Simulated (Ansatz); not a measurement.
# ClH₃OSn: small, medium and large basis sets

The task here is to estimate one member of a computed series from the others.

Method: one geometry, several basis sets; program: Ansatz 0.2.0, Gaussian basis.

Levels to be run: PBE0-D4/def2-SVP; ωB97M-V/def2-SVP; PBE0-D4/def2-QZVPP; ωB97M-V/def2-QZVPP; the functionals' def2-TZVPP values are taken from earlier runs.

## Structure used throughout

An earlier PBE0-D4 in a triple-zeta def2 set relaxation fixed the geometry. Sn takes the def2 core potential; no spin-orbit term is included.

SMILES `[OH][SnH2][Cl]`, 6 atoms, charge 0, spin multiplicity 1.

Atoms are counted from 1 here; the program's logs count them from 0.

Bond lengths: O1–Sn2 1.952 Å, O1–H4 0.960 Å, Sn2–Cl3 2.330 Å, Sn2–H5 1.702 Å, Sn2–H6 1.693 Å. Angles: Sn2–O1–H4 113.6°, O1–Sn2–Cl3 106.7°, O1–Sn2–H5 110.8°, O1–Sn2–H6 105.2°, Cl3–Sn2–H5 106.1°, Cl3–Sn2–H6 109.1°, H5–Sn2–H6 118.5°.

The first run:

in.yaml

```yaml
crystal:
  periodic: [false, false, false]
  atoms:
    - {symbol: O, position_ang: [-1.416317, -0.543195, -0.284978]}
    - {symbol: Sn, position_ang: [0.233179, 0.397551, 0.167348]}
    - {symbol: Cl, position_ang: [1.828001, -1.233585, 0.640790]}
    - {symbol: H, position_ang: [-1.308162, -1.198207, -0.978759]}
    - {symbol: H, position_ang: [0.825291, 1.259568, -1.174856]}
    - {symbol: H, position_ang: [-0.119993, 1.253866, 1.584353]}
basis:
  gaussian: {orbitals: def2-SVP}
hamiltonian: {xc: pbe0, dispersion: d4}
output: {orbitals: {seedname: orbitals}}
```

Steps of the session up to this table: PBE0-D4 in def2-SVP; ωB97M-V in def2-SVP; PBE0-D4 in def2-QZVPP; ωB97M-V in def2-QZVPP.

One of the session's tables, all rows but one given; the rest of the session is left out.

It belongs to the step «Functionals by basis». 

```
functional       basis  HOMO (eV)
   PBE0-D4    def2-SVP      -8.52
   PBE0-D4  def2-TZVPP      -8.73
   PBE0-D4  def2-QZVPP      -8.77
   ωB97M-V    def2-SVP     -10.74
   ωB97M-V  def2-TZVPP     -10.99
   ωB97M-V  def2-QZVPP          ?
```

**Question.** Estimate the row for ωB97M-V, def2-QZVPP.

As computed: HOMO (eV): -11.04. In the column «HOMO (eV)» it is the lowest.
